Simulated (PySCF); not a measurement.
# B4N4H16: NMR shifts at several levels of theory

How much do the NMR shifts of B4N4H16 (`[BH3-][NH2+][BH-]1[NH2+][BH2-][NH2+][BH2-][NH2+]1`) depend on the level of theory, and what does each level cost?

The runs use PySCF 2.14.0, with density-fitted response routines of our own; the level of theory stands in each step. All values are computed, except where a source is named. Atoms count from 0, in the outputs and in this text.

**1. The starting structure**

24 atoms, charge 0, multiplicity 1; geometry from: GFN2-xTB.

Bonds of the start (Å): B0–N1 1.63, N1–B2 1.57, B2–N3 1.56, N3–B4 1.59, B4–N5 1.57, N5–B6 1.58, B6–N7 1.59, N7–B2 1.56, B0–H8 1.20, B0–H9 1.19, B0–H10 1.20, N1–H11 1.01, N1–H12 1.01, B2–H13 1.19, N3–H14 1.01, N3–H15 1.02, B4–H16 1.20, B4–H17 1.19, N5–H18 1.02, N5–H19 1.01, B6–H20 1.20, B6–H21 1.19, N7–H22 1.01, N7–H23 1.02.

**2. Geometry optimisation at PBE0-D3(BJ)/def2-SVP**

Job settings and geometry (Å):

```
{"job": {"xc": "PBE0", "basis": "def2-SVP", "d3": "d3bj", "grid": 1, "kind": "geom"}, "charge": 0, "multiplicity": 1}
B     -2.547030    -0.011670    -1.023960
N     -2.093470     0.122710     0.538080
B     -0.554540     0.103210     0.871330
N      0.000730    -1.233320     0.298720
B      1.574660    -1.381750     0.159150
N      2.040690    -0.137190    -0.685890
B      1.665230     1.277200    -0.099420
N      0.085830     1.264840     0.055780
H     -2.151620    -1.066320    -1.449000
H     -3.740320     0.039250    -1.038440
H     -2.084290     0.910100    -1.641200
H     -2.516140     0.984750     0.866280
H     -2.571070    -0.627720     1.023090
H     -0.351610     0.209540     2.036990
H     -0.314930    -2.012270     0.865460
H     -0.438010    -1.347380    -0.615790
H      1.815860    -2.388270    -0.442570
H      2.070320    -1.341290     1.235270
H      1.668290    -0.219740    -1.626690
H      3.049320    -0.180480    -0.766950
H      1.969790     2.130500    -0.882010
H      2.164090     1.411270     0.967590
H     -0.172880     2.157780     0.459940
H     -0.350210     1.230090    -0.866440
```

The log of the run:

```text
step   0  E = -327.61567119  max force = 0.013681
step   1  E = -327.62053261  max force = 0.005339
step   2  E = -327.62097216  max force = 0.002704
step   3  E = -327.62121180  max force = 0.000965
step   4  E = -327.62133199  max force = 0.000869
step   5  E = -327.62139731  max force = 0.001176
step   6  E = -327.62144254  max force = 0.000705
step   7  E = -327.62145448  max force = 0.000367
optimisation converged
```

Run time: 6.4 min. Hardware: 8 threads of AMD EPYC (Zen 3), shared host.

Along the way:

```tsv
step	energy from step 0 (eV)	largest force component (eV/Å)
0	0.0000	0.7035
1	-0.1323	0.2745
2	-0.1442	0.1390
3	-0.1508	0.0496
4	-0.1540	0.0447
5	-0.1558	0.0605
6	-0.1570	0.0363
7	-0.1574	0.0189
```

Close pairs (by a distance rule), those that changed most:

```tsv
bond	before (Å)	after (Å)	change (Å)
B4–H17	1.185	1.219	+0.034
B6–H21	1.185	1.219	+0.034
B0–H10	1.202	1.235	+0.033
B0–H8	1.204	1.235	+0.031
B2–H13	1.188	1.218	+0.030
B0–H9	1.194	1.223	+0.028
B6–H20	1.197	1.225	+0.028
B4–H16	1.197	1.225	+0.028
```

The next job starts from the end point, and lists it.

```tsv
at the end point	value
point group (found at 0.08 Å tolerance)	Cs
rotational constants (GHz, main isotopes)	3.025, 1.365, 1.166
dipole moment (D)	1.50
```

**3. Nuclear shieldings: PBE0/pcSseg-1**

Job settings and geometry (Å):

```
{"job": {"kind": "nmr", "xc": "PBE0", "basis": "pcSseg-1", "pop": false}, "charge": 0, "multiplicity": 1}
B     -2.533153     0.003698    -1.007419
N     -2.112591     0.139598     0.542906
B     -0.567963     0.102419     0.852005
N     -0.027435    -1.245194     0.282946
B      1.541195    -1.400987     0.108303
N      2.049694    -0.147981    -0.702334
B      1.654279     1.266269    -0.129397
N      0.078745     1.276752     0.054661
H     -2.112574    -1.079855    -1.424047
H     -3.752318     0.053360    -1.084782
H     -2.015896     0.937823    -1.627544
H     -2.514372     1.002144     0.913506
H     -2.585269    -0.594573     1.072362
H     -0.335068     0.201027     2.043431
H     -0.304374    -2.001439     0.909483
H     -0.533938    -1.429390    -0.594293
H      1.767622    -2.427024    -0.521020
H      2.059363    -1.388413     1.211691
H      1.798461    -0.225418    -1.689956
H      3.069125    -0.190389    -0.694160
H      1.963721     2.143085    -0.926636
H      2.175386     1.403467     0.964022
H     -0.130042     2.153760     0.532512
H     -0.413909     1.341101    -0.846919
```

With the program's defaults for keys left out, this is: GIAO PBE0/pcSseg-1 NMR shielding, non-relativistic, gas phase.

The log of the run:

```text
coarse grid: 18512 points
cycle   1  E = -327.6878975507  dE =  6.167e-01  |g| = 5.061e-01  |ddm| = 3.952e+00
cycle   2  E = -327.7121131386  dE = -2.422e-02  |g| = 4.689e-01  |ddm| = 1.066e+00
cycle   3  E = -327.7692515115  dE = -5.714e-02  |g| = 8.502e-02  |ddm| = 5.190e-01
cycle   4  E = -327.7707308545  dE = -1.479e-03  |g| = 2.934e-02  |ddm| = 9.581e-02
cycle   5  E = -327.7709258028  dE = -1.949e-04  |g| = 3.468e-03  |ddm| = 2.184e-02
cycle   6  E = -327.7709287905  dE = -2.988e-06  |g| = 9.587e-04  |ddm| = 4.998e-03
final grid: 174752 points
cycle   7  E = -327.7916776493  dE = -1.126e-04  |g| = 1.041e-02  |ddm| = 4.749e-02
cycle   8  E = -327.7916602669  dE =  1.738e-05  |g| = 1.408e-02  |ddm| = 2.074e-02
cycle   9  E = -327.7917037263  dE = -4.346e-05  |g| = 6.600e-04  |ddm| = 1.144e-02
cycle  10  E = -327.7917038376  dE = -1.113e-07  |g| = 2.238e-04  |ddm| = 8.291e-04
cycle  11  E = -327.7917038501  dE = -1.253e-08  |g| = 3.416e-05  |ddm| = 2.028e-04
cycle  12  E = -327.7917038504  dE = -2.448e-10  |g| = 1.241e-05  |ddm| = 4.101e-05
converged SCF energy = -327.7917038504

GIAO shielding tensors (ppm)
atom      isotropic    diamagn.    paramagn.     s11        s22        s33       span
  0 B      132.150     190.700     -58.551    122.749    124.976    148.725     25.977
  1 N      218.720     317.941     -99.221    193.929    218.817    243.413     49.485
  2 B      113.185     188.702     -75.517    109.376    112.613    117.566      8.190
  3 N      220.213     322.317    -102.104    202.538    212.781    245.319     42.781
  4 B      117.287     186.408     -69.122    110.498    116.497    124.865     14.367
  5 N      220.916     316.272     -95.356    204.190    208.833    249.724     45.533
  6 B      117.267     186.414     -69.148    110.496    116.499    124.805     14.310
  7 N      220.248     322.269    -102.022    202.985    212.624    245.134     42.149
  8 H       29.618      31.075      -1.457     25.817     28.602     34.436      8.619
  9 H       29.277      28.906       0.371     25.870     27.898     34.064      8.194
 10 H       29.630      31.103      -1.473     25.845     28.604     34.440      8.595
 11 H       29.999      30.677      -0.678     24.057     25.994     39.947     15.890
 12 H       29.976      30.645      -0.669     24.016     25.953     39.960     15.944
 13 H       28.477      31.601      -3.125     25.808     27.601     32.022      6.214
 14 H       30.204      32.231      -2.027     23.256     26.573     40.784     17.529
 15 H       27.036      33.401      -6.365     18.711     24.969     37.427     18.716
 16 H       28.577      28.812      -0.235     24.548     28.419     32.763      8.215
 17 H       28.677      29.701      -1.024     25.189     28.271     32.570      7.381
 18 H       29.540      31.169      -1.629     24.718     25.475     38.427     13.709
 19 H       29.672      27.469       2.203     23.619     24.584     40.814     17.195
 20 H       28.578      28.802      -0.224     24.548     28.417     32.769      8.221
 21 H       28.676      29.702      -1.027     25.196     28.266     32.565      7.368
 22 H       30.202      32.225      -2.023     23.255     26.565     40.786     17.531
 23 H       27.109      33.443      -6.334     18.868     25.079     37.379     18.511
```

It took 1.9 min on 8 threads of AMD EPYC (Zen 3), shared host.

The references, computed at this level on geometries of the same kind, shield at (ppm): ¹H TMS 31.27, ¹⁵N NH3 265.7, ¹¹B BF3·OEt2 100.7. Their shielding less the atom's gives the shift. The references are single molecules in the gas phase, so shifts against H2O, NH3, PH3, H3PO4 or CFCl3 are not on the usual liquid scales and can be off by tens of ppm. Atoms listed in one row are averaged.

```tsv
atoms	environment	σ (ppm)	δ (ppm)
H15, H23	hydrogen on a donor nitrogen of a Lewis adduct	27.07	4.19
H13	hydrogen on a boron bonded to 3 N, in a 6-membered ring	28.48	2.79
H16, H20	hydrogen on a boron bonded to 2 N, in a 6-membered ring	28.58	2.69
H17, H21	hydrogen on a boron bonded to 2 N, in a 6-membered ring	28.68	2.59
H8, H9, H10	hydrogen on a boron bonded to N	29.51	1.76
H18	hydrogen on a donor nitrogen of a Lewis adduct	29.54	1.73
H19	hydrogen on a donor nitrogen of a Lewis adduct	29.67	1.59
H11, H12	hydrogen on a donor nitrogen of a Lewis adduct	29.99	1.28
H14, H22	hydrogen on a donor nitrogen of a Lewis adduct	30.20	1.06
B2	boron bonded to 3 N, H, in a 6-membered ring	113.2	-12.5
B4, B6	boron bonded to 2 N, 2 H, in a 6-membered ring	117.3	-16.5
B0	boron bonded to N, 3 H	132.2	-31.4
N1	donor nitrogen of a Lewis adduct	218.7	47.0
N3, N7	donor nitrogen of a Lewis adduct	220.2	45.4
N5	donor nitrogen of a Lewis adduct	220.9	44.8
```

Ring of atoms B2, N3, B4, N5, B6, N7: NICS(0) -2.6, NICS(1) -1.8, NICS(1)zz 2.6 ppm (means of both faces).

**4. Nuclear shieldings: PBE/pcSseg-1**

The job, as its differences from that of step 3:

```diff
@@ -1,2 +1,2 @@
-{"job": {"kind": "nmr", "xc": "PBE0", "basis": "pcSseg-1", "pop": false}, "charge": 0, "multiplicity": 1}
+{"job": {"kind": "nmr", "xc": "PBE", "basis": "pcSseg-1", "pop": false}, "charge": 0, "multiplicity": 1}
 B     -2.533153     0.003698    -1.007419
```

Method: GIAO PBE/pcSseg-1 NMR shielding, non-relativistic, gas phase.

The log of the run:

```text
coarse grid: 18512 points
cycle   1  E = -327.5549739350  dE =  3.825e-01  |g| = 6.897e-01  |ddm| = 4.039e+00
cycle   2  E = -327.4359280336  dE =  1.190e-01  |g| = 9.950e-01  |ddm| = 1.842e+00
cycle   3  E = -327.6977157957  dE = -2.618e-01  |g| = 1.582e-01  |ddm| = 1.194e+00
cycle   4  E = -327.7035355829  dE = -5.820e-03  |g| = 4.229e-02  |ddm| = 1.886e-01
cycle   5  E = -327.7039833815  dE = -4.478e-04  |g| = 6.128e-03  |ddm| = 4.380e-02
cycle   6  E = -327.7039919748  dE = -8.593e-06  |g| = 2.396e-03  |ddm| = 9.481e-03
final grid: 174752 points
cycle   7  E = -327.7335754286  dE = -1.593e-04  |g| = 1.751e-02  |ddm| = 6.813e-02
cycle   8  E = -327.7334236503  dE =  1.518e-04  |g| = 3.167e-02  |ddm| = 4.406e-02
cycle   9  E = -327.7336472508  dE = -2.236e-04  |g| = 1.626e-03  |ddm| = 2.763e-02
cycle  10  E = -327.7336479609  dE = -7.102e-07  |g| = 3.203e-04  |ddm| = 1.944e-03
cycle  11  E = -327.7336479898  dE = -2.887e-08  |g| = 5.540e-05  |ddm| = 3.810e-04
cycle  12  E = -327.7336479906  dE = -8.022e-10  |g| = 2.695e-05  |ddm| = 1.038e-04
converged SCF energy = -327.7336479906

GIAO shielding tensors (ppm)
atom      isotropic    diamagn.    paramagn.     s11        s22        s33       span
  0 B      128.854     192.819     -63.965    119.579    121.257    145.728     26.149
  1 N      210.670     315.827    -105.157    186.813    211.112    234.086     47.274
  2 B      108.611     191.759     -83.149    104.817    108.099    112.916      8.099
  3 N      212.340     320.364    -108.024    194.845    204.712    237.462     42.618
  4 B      112.671     189.157     -76.487    105.764    111.733    120.514     14.750
  5 N      212.527     314.376    -101.849    195.382    202.443    239.755     44.373
  6 B      112.648     189.162     -76.514    105.759    111.738    120.446     14.687
  7 N      212.385     320.312    -107.927    195.332    204.553    237.270     41.939
  8 H       29.468      31.361      -1.893     25.791     28.315     34.299      8.508
  9 H       29.161      28.709       0.452     25.935     27.887     33.661      7.726
 10 H       29.480      31.394      -1.913     25.821     28.317     34.304      8.483
 11 H       29.843      30.704      -0.860     24.103     26.155     39.272     15.169
 12 H       29.819      30.672      -0.852     24.057     26.118     39.284     15.226
 13 H       28.346      31.893      -3.547     25.825     27.597     31.614      5.789
 14 H       30.137      32.371      -2.234     23.504     26.762     40.145     16.641
 15 H       26.833      33.523      -6.690     18.659     24.892     36.948     18.290
 16 H       28.409      28.928      -0.519     24.526     28.417     32.283      7.757
 17 H       28.542      30.025      -1.483     25.124     28.273     32.229      7.105
 18 H       29.375      31.167      -1.792     24.642     25.656     37.828     13.186
 19 H       29.540      27.560       1.981     23.844     24.766     40.011     16.167
 20 H       28.410      28.916      -0.506     24.525     28.416     32.289      7.764
 21 H       28.541      30.028      -1.487     25.131     28.268     32.224      7.093
 22 H       30.134      32.364      -2.229     23.502     26.754     40.146     16.644
 23 H       26.904      33.555      -6.651     18.813     25.003     36.896     18.083
```

It took 2 min on 8 threads of AMD EPYC (Zen 3), shared host.

In short: δ B2 -13.8, B4 -17.9, B0 -34.1, N1 54.4, H15 4.33, H13 2.85 ppm (means over like atoms).

[end of part 1 of 2]
